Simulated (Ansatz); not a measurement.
# FH₄N₂Y: small, medium and large basis sets

An exercise on one series of results from a longer session: the logs are not shown, and one member is left open.

Method: one geometry, several basis sets; program: Ansatz 0.2.0, Gaussian basis.

The runs, in order: PBE0-D4/def2-SVP; ωB97M-V/def2-SVP; PBE0-D4/def2-QZVPP; ωB97M-V/def2-QZVPP; the functionals' def2-TZVPP values are taken from earlier runs.

**The relaxed structure**

An earlier PBE0-D4 in a triple-zeta def2 set relaxation fixed the geometry. Y takes the def2 core potential; no spin-orbit term is included.

SMILES `[NH2][Y]([NH2])[F]`, 8 atoms, charge 0, spin multiplicity 1.

Atoms are counted from 1 here; the program's logs count them from 0.

Bond lengths: N1–Y2 2.145 Å, N1–H5 1.013 Å, N1–H6 1.014 Å, Y2–N3 2.146 Å, Y2–F4 2.012 Å, N3–H7 1.013 Å, N3–H8 1.014 Å. Angles: Y2–N1–H5 127.4°, Y2–N1–H6 126.6°, H5–N1–H6 105.9°, N1–Y2–N3 118.1°, N1–Y2–F4 120.9°, N3–Y2–F4 120.9°, Y2–N3–H7 127.5°, Y2–N3–H8 126.6°, H7–N3–H8 105.9°.

Set-up of the first run:

The input, in.yaml:

```yaml
crystal:
  periodic: [false, false, false]
  atoms:
    - {symbol: N, position_ang: [0.547168, 1.759407, -0.357293]}
    - {symbol: Y, position_ang: [0.637988, -0.315514, 0.180618]}
    - {symbol: N, position_ang: [-1.187744, -1.442404, 0.179002]}
    - {symbol: F, position_ang: [2.388022, -1.181780, 0.667405]}
    - {symbol: H, position_ang: [1.316211, 2.417485, -0.405946]}
    - {symbol: H, position_ang: [-0.282533, 2.280902, -0.616954]}
    - {symbol: H, position_ang: [-1.307306, -2.422914, 0.405164]}
    - {symbol: H, position_ang: [-2.111807, -1.095184, -0.051985]}
basis:
  gaussian: {orbitals: def2-SVP}
hamiltonian: {xc: pbe0, dispersion: d4}
output: {orbitals: {seedname: orbitals}}
```

Among the steps run: PBE0-D4 in def2-SVP; ωB97M-V in def2-SVP; PBE0-D4 in def2-QZVPP; ωB97M-V in def2-QZVPP.

One of the session's tables, all rows but one given; the rest of the session is left out.

It belongs to the step «Functionals by basis». 

| functional | basis | HOMO (eV) | LUMO (eV) |
| --- | --- | --- | --- |
| PBE0-D4 | def2-SVP | -6.52 | -1.39 |
| PBE0-D4 | def2-TZVPP | -6.73 | -1.48 |
| PBE0-D4 | def2-QZVPP | -6.77 | -1.49 |
| ωB97M-V | def2-SVP | -8.87 | -0.05 |
| ωB97M-V | def2-TZVPP | ? | ? |
| ωB97M-V | def2-QZVPP | -9.14 | -0.34 |

**Question.** Estimate the row for ωB97M-V, def2-TZVPP.

The run gave: HOMO (eV): -9.10; LUMO (eV): -0.23. In the column «HOMO (eV)» it lies between ωB97M-V, def2-QZVPP (-9.14) and ωB97M-V, def2-SVP (-8.87).
